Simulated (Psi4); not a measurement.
# One shape, several levels: triplet SiH2O2F2

Wanted: a comparison of 6 runs (U-r2SCAN/def2-SVP, U-revPBE/def2-SVP, UB3LYP/def2-SVP, UBHLYP/def2-SVP, UBLYP/def2-SVP, UM06-L/def2-SVP) of triplet SiH2O2F2. 

The calculation is run with Psi4 1.11.

2 further runs of the same task are left out: 2 set aside as unsound or not needed.

## Step 1: Starting point

SiH2O2F2 has 7 atoms, charge 0, and is taken as a triplet. As SMILES of the parent species, `O[Si](O)(F)F`. The coordinates come from a PBE0-D4/def2-TZVP relaxation. This is one conformer, not always the lowest. That shape belongs to the parent species and isn't relaxed for this state.

Bond lengths: O1–Si2 1.609 Å, Si2–O3 1.609 Å, Si2–F4 1.583 Å, Si2–F5 1.583 Å, O1–H6 0.957 Å, O3–H7 0.957 Å. Angles: O1–Si2–O3 107.3°, O1–Si2–F4 112.2°, O1–Si2–F5 110.1°, O3–Si2–F4 110.1°, O3–Si2–F5 112.2°, F4–Si2–F5 104.9°, Si2–O1–H6 118.9°, Si2–O3–H7 118.9°.

## Step 2: A single-point energy at U-r2SCAN/def2-SVP (run 1)

Contents of f2h2o2si_ase.py:

```python
import numpy as np
from ase.calculators.psi4 import Psi4
from ase import Atoms

a = Atoms(['O', 'Si', 'O', 'F', 'F', 'H', 'H'], positions=[
    [-1.123000, 0.443800, 0.890500],
    [-0.011100, -0.018100, -0.177300],
    [1.321200, -0.386600, 0.646700],
    [-0.483500, -1.262700, -1.033600],
    [0.238000, 1.131800, -1.236100],
    [-1.829300, 1.022300, 0.602200],
    [1.948900, -0.998500, 0.262000],
])
calc = Psi4(atoms=a, method='r2scan', basis='def2-SVP', memory='1600MB', num_threads=1, charge=0, multiplicity=3, label='f2h2o2si', reference='uks')
calc.psi4.set_options({'puream': True, 'e_convergence': 1e-09, 'd_convergence': 1e-08, 'scf_type': 'pk', 'dft_radial_points': 99, 'dft_spherical_points': 590, 'maxiter': 100})
a.calc = calc

print(f'energy: {a.get_potential_energy():.6f} eV')
```

Run with:

```console
$ python f2h2o2si_ase.py
```

f2h2o2si.dat:

```text
[...]
  Running in c1 symmetry.
[...]
  Nuclear repulsion =  270.470000707396764
[...]
  Multiplicity = 3
[...]
  Nalpha       = 26
  Nbeta        = 24
[...]
    Number of basis functions: 84
[...]
   @UKS iter   1:  -639.86181695263997    1.60496e-01   1.04264e-02 DIIS/ADIIS
[...]
   @UKS iter  29:  -640.19335891499554   -2.64890e-11   1.83118e-09 DIIS
[...]
   @S^2 Observed:                2.005867215E+00
[...]
    Orbital Energies [Eh]
    ---------------------
    Alpha Occupied:
       1A    -65.962807     2A    -24.524717     3A    -24.524475
       4A    -19.077903     5A    -19.075781     6A     -5.342901
       7A     -3.688520     8A     -3.688359     9A     -3.688088
      10A     -1.180248    11A     -1.157108    12A     -1.075029
      13A     -1.059825    14A     -0.635898    15A     -0.565086
      16A     -0.529279    17A     -0.496378    18A     -0.466397
      19A     -0.452962    20A     -0.442491    21A     -0.437457
      22A     -0.421172    23A     -0.407604    24A     -0.401984
      25A     -0.396628    26A     -0.049762
    Alpha Virtual:
[...]
  @UKS Final Energy:  -640.19335891499554
   => Energetics <=
    Nuclear Repulsion Energy =            270.4700007073967640
    One-Electron Energy =               -1424.2889788973272971
    Two-Electron Energy =                 573.3127276169046809
    DFT Exchange-Correlation Energy =     -59.6871083419696902
    Empirical Dispersion Energy =           0.0000000000000000
    VV10 Nonlocal Energy =                  0.0000000000000000
    Total Energy =                       -640.1933589149955424
[...]
 Multipole Moments:
 ------------------------------------------------------------------------------------
     Multipole            Electronic (a.u.)      Nuclear  (a.u.)        Total (a.u.)
 ------------------------------------------------------------------------------------
 L = 1.  Multiply by 2.5417464519 to convert [e a0] to [Debye]
 Dipole X            :         -0.3074811            0.3447560            0.0372749
 Dipole Y            :         -0.1536296            0.1460807           -0.0075489
 Dipole Z            :         -2.8118134            2.9592576            0.1474441
 Magnitude           :                                                    0.1522701
[...]
```

On the terminal:

```text
energy: -17420.548620 eV
```

Run time: 65 s. Hardware: 1 thread of AMD EPYC 9R45 (Zen 5), shared host; peak memory 0.93 GiB.

## Step 3: Energy and forces at U-revPBE/def2-SVP (run 2)

Contents of f2h2o2si.inp:

```
memory 1.6 GB

molecule system {
  0 3
  O
  Si 1 1.609307
  O 2 1.609283 1 107.33654
  F 2 1.582858 3 110.12256 1 -122.45164
  F 2 1.582839 4 104.8519 3 120.94929
  H 1 0.957413 2 118.90297 5 32.84496
  H 3 0.9573 2 118.91056 5 -83.57528
  units angstrom
  symmetry c1
}

set {
  basis                def2-SVP
  reference            uks
  puream               true
  e_convergence        1e-09
  d_convergence        1e-08
  scf_type             pk
  dft_radial_points    99
  dft_spherical_points 590
  maxiter              100
}

E, wfn = gradient('revpbe', return_wfn=True)
print_variables()
```

Run with:

```console
$ psi4 -n 1 f2h2o2si.inp f2h2o2si.out
```

f2h2o2si.out:

```text
[...]
  Running in c1 symmetry.
[...]
  Nuclear repulsion =  270.470007934014006
[...]
  Multiplicity = 3
[...]
  Nalpha       = 26
  Nbeta        = 24
[...]
    Number of basis functions: 84
[...]
   @UKS iter   1:  -639.78057962616617    3.00700e-01   1.16457e-02 DIIS/ADIIS
[...]
   @UKS iter  23:  -640.19840875123862   -1.47793e-12   2.13916e-09 DIIS
[...]
   @S^2 Observed:                2.002378109E+00
[...]
  @UKS Final Energy:  -640.19840875123862
   => Energetics <=
    Nuclear Repulsion Energy =            270.4700079340140064
    One-Electron Energy =               -1424.4533362066295012
    Two-Electron Energy =                 573.4509366854897507
    DFT Exchange-Correlation Energy =     -59.6660171641130290
    Empirical Dispersion Energy =           0.0000000000000000
    VV10 Nonlocal Energy =                  0.0000000000000000
    Total Energy =                       -640.1984087512386168
[...]
 Multipole Moments:
 ------------------------------------------------------------------------------------
     Multipole            Electronic (a.u.)      Nuclear  (a.u.)        Total (a.u.)
 ------------------------------------------------------------------------------------
 L = 1.  Multiply by 2.5417464519 to convert [e a0] to [Debye]
 Dipole X            :          0.0003514            0.0000218            0.0003733
 Dipole Y            :          2.3099927           -2.4029681           -0.0929754
 Dipole Z            :          1.7003196           -1.7672417           -0.0669221
 Magnitude           :                                                    0.1145562
[...]
  -Total Gradient:
     Atom            X                  Y                   Z
    ------   -----------------  -----------------  -----------------
       1       -0.017656159542     0.060288496653     0.038077423235
       2        0.000003440441    -0.028119580875    -0.020706968282
       3        0.017677957456     0.054269842658     0.046208060753
       4       -0.037195895786    -0.021530323799    -0.014080172692
       5        0.037199647555    -0.019869732224    -0.016366205014
       6        0.021307587926    -0.065240558573     0.041477078296
       7       -0.021335764348     0.020167309857    -0.074633750779
[...]
```

It took 23 s on 1 thread of AMD EPYC 9R45 (Zen 5), shared host; peak memory 1 GiB.

Runs 3 to 5 aren't shown in full; the table further down has their settings and results.

## Step 4: Energy and forces at UM06-L/def2-SVP (run 6)

Contents of calc.py:

```python
import psi4

psi4.set_memory('1600 MB')
psi4.set_num_threads(1)
psi4.core.set_output_file('f2h2o2si.out', False)

m = psi4.geometry("""
0 3
O     -1.123000     0.443800     0.890500
Si    -0.011100    -0.018100    -0.177300
O      1.321200    -0.386600     0.646700
F     -0.483500    -1.262700    -1.033600
F      0.238000     1.131800    -1.236100
H     -1.829300     1.022300     0.602200
H      1.948900    -0.998500     0.262000
symmetry c1
""")

psi4.set_options({
    'basis': 'def2-SVP',
    'reference': 'uks',
    'puream': True,
    'e_convergence': 1e-09,
    'd_convergence': 1e-08,
    'scf_type': 'pk',
    'dft_radial_points': 99,
    'dft_spherical_points': 590,
    'maxiter': 100,
})

result, w = psi4.gradient("m06-l", return_wfn=True)
psi4.oeprop(w, "MAYER_INDICES", "DIPOLE", "QUADRUPOLE", title="M06-L")
print('gradient / Eh bohr^-1')
print(result.np.round(6))
print(f'energy = {w.energy():.10f} Eh')
for k, v in sorted(psi4.core.scalar_variables().items()):
    print(f'{k:45s} {v:18.10f}')
```

Run with:

```console
$ python calc.py
```

f2h2o2si.out:

```text
[...]
  Running in c1 symmetry.
[...]
  Nuclear repulsion =  270.470000707396764
[...]
  Multiplicity = 3
[...]
  Nalpha       = 26
  Nbeta        = 24
[...]
    Number of basis functions: 84
[...]
   @UKS iter   1:  -639.99123161978969    1.10655e-01   1.03893e-02 DIIS/ADIIS
[...]
   @UKS iter  24:  -640.31055232889571    0.00000e+00   2.83366e-09 DIIS
[...]
   @S^2 Observed:                2.005561705E+00
[...]
  @UKS Final Energy:  -640.31055232889571
   => Energetics <=
    Nuclear Repulsion Energy =            270.4700007073967640
    One-Electron Energy =               -1424.4075503409837893
    Two-Electron Energy =                 573.4567144467412163
    DFT Exchange-Correlation Energy =     -59.8297171420499154
    Empirical Dispersion Energy =           0.0000000000000000
    VV10 Nonlocal Energy =                  0.0000000000000000
    Total Energy =                       -640.3105523288957102
[...]
  -Total Gradient:
     Atom            X                  Y                   Z
    ------   -----------------  -----------------  -----------------
       1       -0.010929801975     0.014189416733    -0.063569389982
       2        0.004793597958     0.002087802313     0.041884679036
       3       -0.003768611907    -0.020385737249    -0.062563272384
       4        0.010589649836     0.022083374936     0.014023314004
       5       -0.006843121634    -0.020493972388     0.018171050996
       6        0.062543056275    -0.039636583981     0.021314191292
       7       -0.056343360610     0.042170605247     0.031069051734
[...]
 Multipole Moments:
 ------------------------------------------------------------------------------------
     Multipole            Electronic (a.u.)      Nuclear  (a.u.)        Total (a.u.)
 ------------------------------------------------------------------------------------
 L = 1.  Multiply by 2.5417464519 to convert [e a0] to [Debye]
 Dipole X            :         -0.3229818            0.3447560            0.0217742
 Dipole Y            :         -0.1391705            0.1460807            0.0069102
 Dipole Z            :         -2.7893570            2.9592576            0.1699005
 Magnitude           :                                                    0.1714295
 L = 2.  Multiply by 1.3450342976 to convert [e a0^2] to [Debye ang]
 Quadrupole XX       :       -145.4343752          120.7218820          -24.7124932
 Quadrupole XY       :         13.1234167          -14.2123480           -1.0889313
[...]
```

On the terminal:

```text
gradient / Eh bohr^-1
[[-0.01093   0.014189 -0.063569]
 [ 0.004794  0.002088  0.041885]
 [-0.003769 -0.020386 -0.062563]
 [ 0.01059   0.022083  0.014023]
 [-0.006843 -0.020494  0.018171]
 [ 0.062543 -0.039637  0.021314]
 [-0.056343  0.042171  0.031069]]
energy = -640.3105523289 Eh
CURRENT ENERGY                                   -640.3105523289
CURRENT REFERENCE ENERGY                         -640.3105523289
DD SOLVATION ENERGY                                 0.0000000000
DFT FUNCTIONAL TOTAL ENERGY                      -640.3105523289
DFT TOTAL ENERGY                                 -640.3105523289
DFT VV10 ENERGY                                     0.0000000000
DFT XC ENERGY                                     -59.8297171420
GRID ELECTRONS ALPHA                               26.0000003514
GRID ELECTRONS BETA                                24.0000005841
GRID ELECTRONS TOTAL                               50.0000009356
NUCLEAR REPULSION ENERGY                          270.4700007074
ONE-ELECTRON ENERGY                             -1424.4075503410
PCM POLARIZATION ENERGY                             0.0000000000
PE ENERGY                                           0.0000000000
SCF ITERATION ENERGY                             -640.3105523289
SCF ITERATIONS                                     24.0000000000
SCF TOTAL ENERGY                                 -640.3105523289
TWO-ELECTRON ENERGY                               573.4567144467
XC GRID RADIAL POINTS                              99.0000000000
XC GRID SPHERICAL POINTS                          590.0000000000
XC GRID TOTAL POINTS                           390792.0000000000
```

Wall time 51 s (1 thread of AMD EPYC 9R45 (Zen 5), shared host); peak memory 0.91 GiB.

## Step 5: All runs side by side

| run | level | task | energy (Eh) | dipole moment (D) | HOMO energy (eV) | ⟨S²⟩ | wall time |
| --- | --- | --- | --- | --- | --- | --- | --- |
| 1 | U-r2SCAN/def2-SVP | energy | -640.193359 | 0.39 | -1.35 | 2.006 | 65 s |
| 2 | U-revPBE/def2-SVP | gradient | -640.198409 | 0.29 | -1.19 | 2.002 | 23 s |
| 3 | UB3LYP/def2-SVP | gradient | -640.383358 | 0.65 | -1.75 | 2.007 | 24 s |
| 4 | UBHLYP/def2-SVP | energy | -640.194818 | 0.90 | -2.23 | 2.020 | 16 s |
| 5 | UBLYP/def2-SVP | energy | -640.346247 | 0.33 | -1.15 | 2.003 | 17 s |
| 6 | UM06-L/def2-SVP | gradient | -640.310552 | 0.44 | -1.05 | 2.006 | 51 s |

## Step 6: Outcome

```
                                 quantity          value
                      run 6: total energy  -640.31055 Eh
                     run 6: dipole moment         0.44 D
run 6: HOMO energy (highest over α and β)       -1.05 eV
                              run 6: ⟨S²⟩          2.006
          run 6: largest force on an atom     3.962 eV/Å
```

What this shows: The dipole moment (its size) runs from 0.29 D (U-revPBE/def2-SVP) to 0.90 D (UBHLYP/def2-SVP). Totals of different functionals can't be ranked against each other. All runs together took 3.3 min, the longest 65 s.
